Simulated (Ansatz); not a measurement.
# C4H11AlN2: the cost of one run

Computed with Ansatz 0.2.0, Gaussian basis. Level: the settings change from run to run.

### Step 1. The relaxed structure

The structure was relaxed beforehand with PBE0-D4 in a triple-zeta def2 set.

SMILES `CC1=[N+](C)[AlH2-][N]1C`, 18 atoms, charge 0, spin multiplicity 1.

Atoms are counted from 1 here; the program's logs count them from 0.

Bond lengths: C1–C2 1.490 Å, C1–H8 1.090 Å, C1–H9 1.089 Å, C1–H10 1.094 Å, C2–N3 1.326 Å, C2–N6 1.326 Å, N3–C4 1.434 Å, N3–Al5 1.931 Å, C4–H11 1.097 Å, C4–H12 1.090 Å, C4–H13 1.096 Å, Al5–N6 1.931 Å, Al5–H14 1.595 Å, Al5–H15 1.594 Å, N6–C7 1.434 Å, C7–H16 1.090 Å, C7–H17 1.096 Å, C7–H18 1.097 Å. Angles: C2–C1–H8 111.1°, C2–C1–H9 111.2°, C2–C1–H10 109.5°, H8–C1–H9 109.3°, H8–C1–H10 107.8°, H9–C1–H10 107.9°, C1–C2–N3 124.5°, C1–C2–N6 124.6°, N3–C2–N6 110.9°, C2–N3–C4 123.9°, C2–N3–Al5 90.1°, C4–N3–Al5 146.0°, N3–C4–H11 112.6°, N3–C4–H12 109.0°, N3–C4–H13 112.6°, H11–C4–H12 107.2°, H11–C4–H13 107.9°, H12–C4–H13 107.3° and more.

### Step 2. SVWN5/aug-cc-pVDZ

Options: charge -1, multiplicity 2, density fitting with def2-universal-jkfit, relativity set to none, high accuracy.

in.yaml

```yaml
crystal:
  periodic: [false, false, false]
  atoms:
    - {symbol: C, position_ang: [1.302531, 0.190398, 1.099477]}
    - {symbol: C, position_ang: [0.163320, 0.009157, 0.156463]}
    - {symbol: N, position_ang: [0.233614, -0.661563, -0.984867]}
    - {symbol: C, position_ang: [1.420532, -1.311469, -1.458656]}
    - {symbol: Al, position_ang: [-1.614051, -0.236065, -1.352196]}
    - {symbol: N, position_ang: [-1.048539, 0.516107, 0.334424]}
    - {symbol: C, position_ang: [-1.428368, 1.304163, 1.470436]}
    - {symbol: H, position_ang: [1.980903, -0.661534, 1.062463]}
    - {symbol: H, position_ang: [0.949550, 0.325673, 2.121223]}
    - {symbol: H, position_ang: [1.870432, 1.082651, 0.819269]}
    - {symbol: H, position_ang: [1.742067, -2.130502, -0.803238]}
    - {symbol: H, position_ang: [1.221000, -1.743164, -2.439375]}
    - {symbol: H, position_ang: [2.263382, -0.619383, -1.571784]}
    - {symbol: H, position_ang: [-1.822334, 0.838587, -2.512023]}
    - {symbol: H, position_ang: [-2.620139, -1.466681, -1.229461]}
    - {symbol: H, position_ang: [-2.460288, 1.631964, 1.345186]}
    - {symbol: H, position_ang: [-0.811730, 2.203496, 1.584759]}
    - {symbol: H, position_ang: [-1.379481, 0.739466, 2.409797]}
basis:
  gaussian: {orbitals: aug-cc-pVDZ, fitting: {mean_field: def2-universal-jkfit}}
total_charge: -1
magnetization: {spin_polarized: true, initial_magnetization: 1}
hamiltonian: {xc: {name: SVWN5}, pseudopotentials: {relativity: none}}
accuracy: high
```

On the command line:

```bash
ansatz run in.yaml --threads 2 --pin off --events-out ev --progress --plain --max-ram 32768MiB --backend cpu
```

Q: Estimate wall time and peak memory on 2 threads of AMD EPYC 7R13, shared host.

About 27 s, with a peak of 0.89 GiB.
